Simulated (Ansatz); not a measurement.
**GeH2: single points off equilibrium**

A test off equilibrium: a frame of a short trajectory is computed at several levels, and each is set against CCSD(T).

Method: single points in def2-TZVPP; program: Ansatz 0.2.0, Gaussian basis.

Cores are frozen in the correlated methods. Filled d shells of the heavier atoms are correlated.

## (1) The system as given

3 atoms, charge 0, spin multiplicity 1.

Atoms are counted from 1 here; the program's logs count them from 0.

Bond lengths: Ge1–H2 1.577 Å, Ge1–H3 1.613 Å. Angles: H2–Ge1–H3 92.0°.

Coordinates:

| atom | x (Å) | y (Å) | z (Å) |
| --- | --- | --- | --- |
| Ge1 | -0.5939 | 0.4225 | -0.2746 |
| H2 | 0.7397 | 0.7762 | 0.4892 |
| H3 | -0.2484 | -1.1531 | -0.2650 |

## (2) PBE-D4/def2-TZVPP

Input file run/in.yaml:

```yaml
crystal:
  periodic: [false, false, false]
  atoms:
    - {symbol: Ge, position_ang: [-0.593858, 0.422548, -0.274610]}
    - {symbol: H, position_ang: [0.739744, 0.776195, 0.489173]}
    - {symbol: H, position_ang: [-0.248381, -1.153081, -0.265049]}
basis:
  gaussian: {orbitals: def2-TZVPP}
hamiltonian: {xc: pbe, dispersion: d4}
output: {forces: true}
```

Command:

```
$ ansatz run in.yaml --threads 2 --pin off --events-out ev --progress --plain --max-ram 3481MiB
```

## (3) r2SCAN-D4/def2-TZVPP

run/in.yaml: that of step 2 with these lines changed.

```diff
@@ -8,3 +8,3 @@
   gaussian: {orbitals: def2-TZVPP}
-hamiltonian: {xc: pbe, dispersion: d4}
+hamiltonian: {xc: r2scan, dispersion: d4}
 output: {forces: true}
```

## (4) PBE0-D4/def2-TZVPP

run/in.yaml: that of step 3 with these lines changed.

```diff
@@ -8,3 +8,3 @@
   gaussian: {orbitals: def2-TZVPP}
-hamiltonian: {xc: r2scan, dispersion: d4}
-output: {forces: true}
+hamiltonian: {xc: pbe0, dispersion: d4}
+output: {forces: true, orbitals: {seedname: orbitals}}
```

## (5) wB97M-V/def2-TZVPP

run/in.yaml: that of step 4 with these lines changed.

```diff
@@ -8,3 +8,3 @@
   gaussian: {orbitals: def2-TZVPP}
-hamiltonian: {xc: pbe0, dispersion: d4}
-output: {forces: true, orbitals: {seedname: orbitals}}
+hamiltonian: {xc: {name: wB97M-V}}
+output: {forces: true}
```

## (6) CCSD(T)/def2-TZVPP

run/in.yaml: that of step 5 with these lines changed.

```diff
@@ -8,3 +8,3 @@
   gaussian: {orbitals: def2-TZVPP}
-hamiltonian: {xc: {name: wB97M-V}}
+correlation: {method: ccsd_t}
 output: {forces: true}
```

(Steps that only read results are left out.)

What does the calculation give? Wanted: energy less free atoms, CCSD(T)/def2-TZVPP; RMS force component; RMS force error; HOMO and LUMO, PBE0-D4; T1 diagnostic.

As calculated:

| quantity | value |
| --- | --- |
| energy less free atoms, CCSD(T)/def2-TZVPP | -587.7 kJ/mol |
| RMS force component | 0.168 to 0.231 eV/Å over the methods |
| RMS force error | PBE-D4 0.239, r2SCAN-D4 0.079, PBE0-D4 0.100, wB97M-V 0.029 eV/Å |
| HOMO and LUMO, PBE0-D4 | -6.85 and -3.03 eV |
| T1 diagnostic | 0.012 |

In words: Against CCSD(T) the functionals' energies less atoms differ by -6.0 to +12.2 kJ/mol, PBE-D4 by +5.1 kJ/mol. CCSD(T) in triple zeta still lacks some correlation energy of the bonds, so part of these gaps is its own basis error and they don't rank the functionals. For forces wB97M-V does best and PBE-D4 worst. The restricted Hartree–Fock reference is unstable towards an unrestricted one at one or more of these structures.
